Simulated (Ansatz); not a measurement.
# SnSe: properties at the relaxed cell

The task, for SnSe: measure the bulk modulus from energies at several volumes.

The COD entry's cell or inner coordinates are ideal or old and differ from later refinements, so a difference from it is no clean test against experiment.

Program: Ansatz 0.2.0. Level of theory: DFT PBE+D3(BJ), scalar-relativistic, plane waves, PAW. These are calculated values, not measurements.

2 further runs of the same task are left out: 2 set aside as unsound or not needed.

## 1. Starting point

Symmetry: Pnma, No. 62, orthorhombic system. Conventional cell: a = 11.482 Å, b = 4.168 Å, c = 4.386 Å, α = 90.00°, β = 90.00°, γ = 90.00°. Around Sn (site symmetry m) lie 3 Se at 2.77 to 2.82 Å. Around Se (site symmetry m) lie 3 Sn at 2.77 to 2.82 Å.

Coordinates:

```
CELL_PARAMETERS angstrom
11.48162 0.00000 0.00000
0.00000 4.16751 0.00000
0.00000 0.00000 4.38632
ATOMIC_POSITIONS crystal
Sn 0.11763 0.25000 0.09534
Sn 0.38237 0.75000 0.59534
Sn 0.61763 0.25000 0.40466
Sn 0.88237 0.75000 0.90466
Se 0.35698 0.25000 0.02303
Se 0.14302 0.75000 0.52303
Se 0.85698 0.25000 0.47697
Se 0.64302 0.75000 0.97697
```

It is the result of an earlier relaxation at this level (volume 26.24 Å³/atom; gap on the mesh: 0.57 eV).

## 2. Point at V/V0 = 0.97

The input, input.yaml:

```yaml
crystal:
  lattice:
    - [11.3656330355, 0.0, 0.0]
    - [0.0, 4.125411679, 0.0]
    - [0.0, 0.0, 4.3420138263]
  atoms:
    - { symbol: Sn, position: [0.117625266, 0.25, 0.0953416146] }
    - { symbol: Sn, position: [0.382374734, 0.75, 0.5953416146] }
    - { symbol: Sn, position: [0.617625266, 0.25, 0.4046583854] }
    - { symbol: Sn, position: [0.882374734, 0.75, 0.9046583854] }
    - { symbol: Se, position: [0.3569825005, 0.25, 0.0230334083] }
    - { symbol: Se, position: [0.1430174995, 0.75, 0.5230334083] }
    - { symbol: Se, position: [0.8569825005, 0.25, 0.4769665917] }
    - { symbol: Se, position: [0.6430174995, 0.75, 0.9769665917] }
basis:
  ecutwfc: 420
kpoints:
  mp_grid: { grid: [4, 8, 8] }
hamiltonian:
  xc: pbe
  dispersion: d3bj
scf:
  occupations: { method: gaussian, width: 0.02 }
output:
  forces: true
  stress: true
  eigenvalues: true
relax:
  adjacent_minimum: "off"
  f_tol: 0.01
  max_steps: 30
  cell: { stress_tol: 0.1, fix: [volume] }
```

The run is started by

```bash
$ ansatz run input.yaml --threads 4 --pin off --max-ram 10240MiB --backend cpu --events-out ev --progress --plain --runs-dir out
```

## 3. The cell scaled to 1.03 of its volume

Changes to input.yaml since step 2:

```diff
@@ -2,5 +2,5 @@
   lattice:
-    - [11.3656330355, 0.0, 0.0]
-    - [0.0, 4.125411679, 0.0]
-    - [0.0, 0.0, 4.3420138263]
+    - [11.5953036623, 0.0, 0.0]
+    - [0.0, 4.2087757893, 0.0]
+    - [0.0, 0.0, 4.4297549169]
   atoms:
```

## 4. The cell scaled to 0.94 of its volume

The input, input.yaml:

```yaml
crystal:
  lattice:
    - [11.255162546, 0.0, 0.0]
    - [0.0, 4.1057437235, 0.0]
    - [0.0, 0.0, 4.2693782751]
  atoms:
    - { symbol: Sn, position: [0.1169943685, 0.25, 0.0839883354] }
    - { symbol: Sn, position: [0.3830056315, 0.75, 0.5839883354] }
    - { symbol: Sn, position: [0.6169943685, 0.25, 0.4160116646] }
    - { symbol: Sn, position: [0.8830056315, 0.75, 0.9160116646] }
    - { symbol: Se, position: [0.3579372705, 0.25, 0.0213216236] }
    - { symbol: Se, position: [0.1420627295, 0.75, 0.5213216236] }
    - { symbol: Se, position: [0.8579372705, 0.25, 0.4786783764] }
    - { symbol: Se, position: [0.6420627295, 0.75, 0.9786783764] }
basis:
  ecutwfc: 420
kpoints:
  mp_grid: { grid: [4, 8, 8] }
hamiltonian:
  xc: pbe
  dispersion: d3bj
scf:
  occupations: { method: gaussian, width: 0.02 }
output:
  forces: true
  stress: true
  eigenvalues: true
relax:
  adjacent_minimum: "off"
  f_tol: 0.01
  max_steps: 30
  cell: { stress_tol: 0.1, fix: [volume] }
```

## 5. The cell scaled to 1.06 of its volume

The input, input.yaml:

```yaml
crystal:
  lattice:
    - [11.7114568958, 0.0, 0.0]
    - [0.0, 4.2308915529, 0.0]
    - [0.0, 0.0, 4.4899699943]
  atoms:
    - { symbol: Sn, position: [0.1192214669, 0.25, 0.1032564105] }
    - { symbol: Sn, position: [0.3807785331, 0.75, 0.6032564105] }
    - { symbol: Sn, position: [0.6192214669, 0.25, 0.3967435895] }
    - { symbol: Sn, position: [0.8807785331, 0.75, 0.8967435895] }
    - { symbol: Se, position: [0.3564624807, 0.25, 0.0238289184] }
    - { symbol: Se, position: [0.1435375193, 0.75, 0.5238289184] }
    - { symbol: Se, position: [0.8564624807, 0.25, 0.4761710816] }
    - { symbol: Se, position: [0.6435375193, 0.75, 0.9761710816] }
basis:
  ecutwfc: 420
kpoints:
  mp_grid: { grid: [4, 8, 8] }
hamiltonian:
  xc: pbe
  dispersion: d3bj
scf:
  occupations: { method: gaussian, width: 0.02 }
output:
  forces: true
  stress: true
  eigenvalues: true
  write_density: true
  write_potential: true
  elf: true
  volumetric_format: npy
relax:
  adjacent_minimum: "off"
  f_tol: 0.01
  max_steps: 30
  cell: { stress_tol: 0.1, fix: [volume] }
```

## 6. The cell scaled to 0.91 of its volume

The input, input.yaml:

```yaml
crystal:
  lattice:
    - [11.1442778117, 0.0, 0.0]
    - [0.0, 4.078353372, 0.0]
    - [0.0, 0.0, 4.202280141]
  atoms:
    - { symbol: Sn, position: [0.1163696667, 0.25, 0.071268955] }
    - { symbol: Sn, position: [0.3836303333, 0.75, 0.571268955] }
    - { symbol: Sn, position: [0.6163696667, 0.25, 0.428731045] }
    - { symbol: Sn, position: [0.8836303333, 0.75, 0.928731045] }
    - { symbol: Se, position: [0.3587810675, 0.25, 0.0192550718] }
    - { symbol: Se, position: [0.1412189325, 0.75, 0.5192550718] }
    - { symbol: Se, position: [0.8587810675, 0.25, 0.4807449282] }
    - { symbol: Se, position: [0.6412189325, 0.75, 0.9807449282] }
basis:
  ecutwfc: 420
kpoints:
  mp_grid: { grid: [4, 8, 8] }
hamiltonian:
  xc: pbe
  dispersion: d3bj
scf:
  occupations: { method: gaussian, width: 0.02 }
output:
  forces: true
  stress: true
  eigenvalues: true
relax:
  adjacent_minimum: "off"
  f_tol: 0.01
  max_steps: 30
  cell: { stress_tol: 0.1, fix: [volume] }
```

## 7. Point at V/V0 = 1.10

The input, input.yaml:

```yaml
crystal:
  lattice:
    - [11.8551027511, 0.0, 0.0]
    - [0.0, 4.2487284096, 0.0]
    - [0.0, 0.0, 4.583621874]
  atoms:
    - { symbol: Sn, position: [0.1202132145, 0.25, 0.1131762084] }
    - { symbol: Sn, position: [0.3797867855, 0.75, 0.6131762084] }
    - { symbol: Sn, position: [0.6202132145, 0.25, 0.3868237916] }
    - { symbol: Sn, position: [0.8797867855, 0.75, 0.8868237916] }
    - { symbol: Se, position: [0.3552451065, 0.25, 0.0241464505] }
    - { symbol: Se, position: [0.1447548935, 0.75, 0.5241464505] }
    - { symbol: Se, position: [0.8552451065, 0.25, 0.4758535495] }
    - { symbol: Se, position: [0.6447548935, 0.75, 0.9758535495] }
basis:
  ecutwfc: 420
kpoints:
  mp_grid: { grid: [4, 8, 8] }
hamiltonian:
  xc: pbe
  dispersion: d3bj
scf:
  occupations: { method: gaussian, width: 0.02 }
output:
  forces: true
  stress: true
  eigenvalues: true
relax:
  adjacent_minimum: "off"
  f_tol: 0.01
  max_steps: 30
  cell: { stress_tol: 0.1, fix: [volume] }
```

## 8. Point at V/V0 = 0.88

The input, input.yaml:

```yaml
crystal:
  lattice:
    - [11.026612153, 0.0, 0.0]
    - [0.0, 4.0489201636, 0.0]
    - [0.0, 0.0, 4.136964088]
  atoms:
    - { symbol: Sn, position: [0.1160390879, 0.25, 0.0548925657] }
    - { symbol: Sn, position: [0.3839609121, 0.75, 0.5548925657] }
    - { symbol: Sn, position: [0.6160390879, 0.25, 0.4451074343] }
    - { symbol: Sn, position: [0.8839609121, 0.75, 0.9451074343] }
    - { symbol: Se, position: [0.3597560254, 0.25, 0.015850878] }
    - { symbol: Se, position: [0.1402439746, 0.75, 0.515850878] }
    - { symbol: Se, position: [0.8597560254, 0.25, 0.484149122] }
    - { symbol: Se, position: [0.6402439746, 0.75, 0.984149122] }
basis:
  ecutwfc: 420
kpoints:
  mp_grid: { grid: [4, 8, 8] }
hamiltonian:
  xc: pbe
  dispersion: d3bj
scf:
  occupations: { method: gaussian, width: 0.02 }
output:
  forces: true
  stress: true
  eigenvalues: true
relax:
  adjacent_minimum: "off"
  f_tol: 0.01
  max_steps: 30
  cell: { stress_tol: 0.1, fix: [volume] }
```

(Steps that only read results are left out.)

Before running it: what results should come out? Wanted: equation of state.

As calculated:

| quantity | value |
| --- | --- |
| equation of state | no sound fit |

**Reading.** A single Birch-Murnaghan curve does not pin these points down (rms 0.44 meV/atom, B' 9.9), so no bulk modulus is given. Near these geometries the D3 coefficients change with coordination, as the log warns; steps in energy, slope or pressure can stem from that.
